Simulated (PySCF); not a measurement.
**TiBr+: bond curves at several levels of theory**

One table from this session's results is given with a row withheld; the runs are named, their logs left out.

Computed with PySCF 2.14.0. Level: Ti def2-TZVPPD, Br def2-TZVPPD, no relativity.

Set-up of the first run:

A driver script around PySCF takes these settings:

```
atoms                         : Ti, Br
charge                        : 1
basis                         : Ti def2-TZVPPD, Br def2-TZVPPD
Hamiltonian                   : no relativity
basis functions               : 124
electrons treated             : 56
masses in u                   : 47.9479, 78.9183
levels                        : PBE0, PBE, r²SCAN, M06, B97-3, M06-2X, B2PLYP, LDA, LC-ωPBE, HF, MP2, SCS-MP2
grid                          : 80 radial by 434 angular points
occupations                   : held fixed by the projection of orbital angular momentum
dissociation limit            : Ti+ + Br, each in its ground configuration
starting distance in angstrom : 2.480
values of 2S to try           : 0, 2, 4, 6
```

The run is started by

```sh
$ OMP_NUM_THREADS=2 python dia.py task.json out
```

Steps of the session up to this table: Set-up; PBE0 along the bond; Other states along the same grid; PBE; r²SCAN (meta-GGA); M06; B97-3 (global hybrid GGA); M06-2X (hybrid meta-GGA); B2PLYP; LDA (local density); LC-ωPBE; UHF.

One table of the session follows, with a row left open; its other results are not shown here.

Energy (eV) from each level's lowest point:

```
R (Å)    UHF  UHF-MP2  UHF-SCS-MP2    LDA    PBE
1.975  1.946    1.147        1.301  0.836  1.078
2.067  1.048    0.511        0.612  0.303  0.454
2.159      ?        ?            ?      ?      ?
2.228  0.220    0.037        0.062  0.000  0.020
2.297  0.067    0.000        0.000  0.028  0.000
2.366  0.000    0.032        0.010  0.117  0.046
2.458  0.014    0.154        0.107  0.304  0.181
2.573  0.152    0.397        0.326  0.603  0.427
2.711  0.433    0.772        0.678  1.010  0.782
2.894  0.913    1.337        1.222  1.562  1.282
```

**Question.** Estimate the row for R (Å) = 2.159.

Worked estimate for «UHF». A straight line through the neighbours (2.067, 1.048) and (2.228, 0.220) gives 1.048 + (0.220 − 1.048) × (2.159 − 2.067) / (2.228 − 2.067) = 0.575; a parabola fitted to 4 rows on both sides gives 0.468.

As computed: UHF: 0.482; UHF-MP2: 0.162; UHF-SCS-MP2: 0.217; LDA: 0.054; PBE: 0.127. In «UHF» the line misses by +0.093 and the parabola by -0.014.

To keep in mind: Lowest PBE0 solution found, without spin–orbit coupling: ³Δ (triplet), unpaired electrons σ ↑, δ ↑. Warnings in the runs' records: inverted.
